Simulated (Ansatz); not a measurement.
Crystal: In3As.

```
In As
1.0
     4.67168    0.00000    0.00000
     0.00000    4.67168    0.00000
     0.00000    0.00000    4.67168
In As
3 1
Cartesian
  2.3358 2.3358 0.0000
  2.3358 0.0000 2.3358
  0.0000 2.3358 2.3358
  0.0000 0.0000 0.0000
```

The cell comes from a database or a generator and needn't be the stable form of this composition.

```yaml
Program: Ansatz 0.2.0
Task: relaxation of cell and atoms
Functional: PBEsol
Potentials_or_basis: Ansatz PAW
Cutoff: "420 eV (not typed: the program's choice for these potentials)"
k_mesh: 6 × 6 × 6
Occupations: fermi-dirac, width 0.05 eV
Spin: no spin polarisation
```

At the start: volume 25.49 Å³/atom.

Question: How do energy, volume and symmetry change on relaxing?

Answer: It ends after 4 steps and the volume is 24.15 Å³/atom (-5.3 %); space group Pm-3m (No. 221, to 0.05 Å).

The path:
```
step  energy change (eV)  largest force (eV/Å)  volume (Å³)
   1              0.0000                0.0000       101.96
   2             -0.0435                0.0000        95.96
   3             -0.0438                0.0000        96.59
   4             -0.0426                0.0000        96.59
```

Final structure:
```yaml
crystal:
  lattice:
    - [4.58824, 0.00000, 0.00000]
    - [0.00000, 4.58824, 0.00000]
    - [0.00000, 0.00000, 4.58824]
  atoms:
    - { symbol: In, position: [0.50000, 0.50000, 0.00000] }
    - { symbol: In, position: [0.50000, 0.00000, 0.50000] }
    - { symbol: In, position: [0.00000, 0.50000, 0.50000] }
    - { symbol: As, position: [0.00000, 0.00000, 0.00000] }
```

Caveat: the plane-wave basis is chosen anew once the cell has moved, so the energies of steps on either side of that aren't comparable; the PAW data sets come from PBE, with cores solved anew for the run's functional, which leaves a small shift of forces and pressure.
